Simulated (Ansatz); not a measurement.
# BaZnF2: the cost of one run

Program: Ansatz 0.2.0. Level of theory: DFT PBE, scalar-relativistic, plane waves, PAW. These are calculated values, not measurements.

## 1. The system as given

It takes space group Cmmm (No. 65, orthorhombic). Conventional cell: a = 5.069 Å, b = 5.865 Å, c = 5.392 Å, α = 90.00°, β = 90.00°, γ = 90.00°. Ba (site symmetry mmm) is surrounded by 4 F at 1.94 Å. Zn (site symmetry mmm) has 2 Ba at 2.70 Å as nearest neighbours. F (site symmetry 2/m) is surrounded by 2 Ba at 1.94 Å.

As a file:

```xyz
4
Lattice="2.5345 -2.9324 0.0000 2.5345 2.9324 0.0000 0.0000 0.0000 5.3919" Properties=species:S:1:pos:R:3 pbc="T T T"
Ba    2.5345    0.0000    2.6959
Zn    2.5345    0.0000    0.0000
F     1.2672    1.4662    2.6959
F     1.2672   -1.4662    2.6959
```

The cell is invented: random cell by space group and Wyckoff sites (Cmmm, No. 65). Lengths come from tabulated atomic sizes and are only a guess.

## 2. A first look at the guess

input.yaml

```yaml
crystal:
  lattice:
    - [2.53446779, -2.93236862, 0.0]
    - [2.53446779, 2.93236862, 0.0]
    - [0.0, 0.0, 5.39185814]
  atoms:
    - { symbol: Ba, position: [0.5, 0.5, 0.5] }
    - { symbol: Zn, position: [0.5, 0.5, 0.0] }
    - { symbol: F, position: [0.0, 0.5, 0.5] }
    - { symbol: F, position: [0.5, 0.0, 0.5] }
basis:
  ecutwfc: 420
kpoints:
  mp_grid: { grid: [4, 4, 4] }
hamiltonian:
  xc: pbe
scf:
  occupations: { method: gaussian, width: 0.1 }
  lower_state_search: "off"
output:
  forces: true
  stress: true
  eigenvalues: true
```

On the command line:

```bash
$ ansatz run input.yaml --threads 1 --pin off --max-ram 2560MiB --backend cpu --events-out ev --progress --plain --runs-dir out
```

Q: Estimate wall time and peak memory on 1 thread of Arm Neoverse V1, shared host.

About 3.1 s, with a peak of 0.35 GiB.
